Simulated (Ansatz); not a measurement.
# GaH3OSe: a ladder of functionals and wavefunction methods

An exercise on one series of results from a longer session: the logs are not shown, and one member is left open.

Computed with Ansatz 0.2.0, Gaussian basis. Level: functionals in def2-TZVPP, the program's frozen cores in correlated methods.

The runs, in order: LDA (SPW92), PBE-D4, revPBE-D4, BLYP-D4, r2SCAN-D4, B97M-V, PBE0-D4, B3LYP-D4, r2SCANh-D4, r2SCAN0-D4, HSE06-D4, BHLYP-D4, CAM-B3LYP-D4, LC-ωPBE, ωB97X-V, ωB97M-V, B2PLYP, PBE-QIDH; CCSD(T)/def2-SVP; CCSD(T)/def2-TZVPP; MP2/def2-QZVPP; extrapolation to the limit; RPA on PBE.

### The relaxed structure

An earlier PBE0-D4 in a triple-zeta def2 set relaxation fixed the geometry.

SMILES `[OH][GaH][SeH]`, 6 atoms, charge 0, spin multiplicity 1.

Atoms are counted from 1 here; the program's logs count them from 0.

Bond lengths: O1–Ga2 1.782 Å, O1–H4 0.959 Å, Ga2–Se3 2.328 Å, Ga2–H5 1.550 Å, Se3–H6 1.469 Å. Angles: Ga2–O1–H4 114.9°, O1–Ga2–Se3 119.4°, O1–Ga2–H5 118.2°, Se3–Ga2–H5 122.4°, Ga2–Se3–H6 93.1°.

Set-up of the first run:

in.yaml

```yaml
crystal:
  periodic: [false, false, false]
  atoms:
    - {symbol: O, position_ang: [-0.993187, -1.235105, 0.178177]}
    - {symbol: Ga, position_ang: [0.020494, -0.150485, -0.807364]}
    - {symbol: Se, position_ang: [1.211531, 1.558049, 0.233446]}
    - {symbol: H, position_ang: [-0.988605, -1.047062, 1.118650]}
    - {symbol: H, position_ang: [0.072741, -0.385970, -2.338381]}
    - {symbol: H, position_ang: [0.719228, 1.196573, 1.569372]}
basis:
  gaussian: {orbitals: def2-TZVPP}
hamiltonian: {xc: lda}
output: {orbitals: {seedname: orbitals}}
```

Steps of the session up to this table: LDA; PBE-D4 (GGA); revPBE-D4 (GGA); BLYP-D4 (GGA); r2SCAN-D4 (meta-GGA); B97M-V (meta-GGA); PBE0-D4 (hybrid); B3LYP-D4 (hybrid); r2SCANh-D4 (hybrid); r2SCAN0-D4 (hybrid); HSE06-D4 (hybrid); BHLYP-D4 (hybrid); CAM-B3LYP-D4 (range-separated); LC-ωPBE (range-separated); ωB97X-V (range-separated); ωB97M-V (range-separated); B2PLYP (double hybrid); PBE-QIDH (double hybrid).

One of the session's tables, all rows but one given; the rest of the session is left out.

It belongs to the step «Frontier levels by functional». 

```
  functional  HOMO (eV)  gap (eV)
 LDA (SPW92)      -6.41      4.45
      PBE-D4      -6.25      4.56
   revPBE-D4      -6.20      4.62
     BLYP-D4          ?         ?
   r2SCAN-D4      -6.55      5.10
      B97M-V      -6.59      4.98
     PBE0-D4      -7.41      6.47
    B3LYP-D4      -7.17      5.97
  r2SCANh-D4      -6.97      5.79
  r2SCAN0-D4      -7.61      6.81
    HSE06-D4      -7.01      5.71
    BHLYP-D4      -8.40      8.19
CAM-B3LYP-D4      -8.68      8.62
     LC-ωPBE     -10.04     11.13
     ωB97X-V      -9.69     10.65
     ωB97M-V      -9.55     10.31
```

Estimate the missing values for BLYP-D4.

Worked estimate for «HOMO (eV)». Against the share of exact exchange, B3LYP-D4 (0.2, -7.17), BHLYP-D4 (0.5, -8.40) give a slope of -4.10 per unit share; at 0 the line stands at -6.35.

**Answer.** HOMO (eV): -6.09; gap (eV): 4.46. In «HOMO (eV)» the line misses by -0.26.
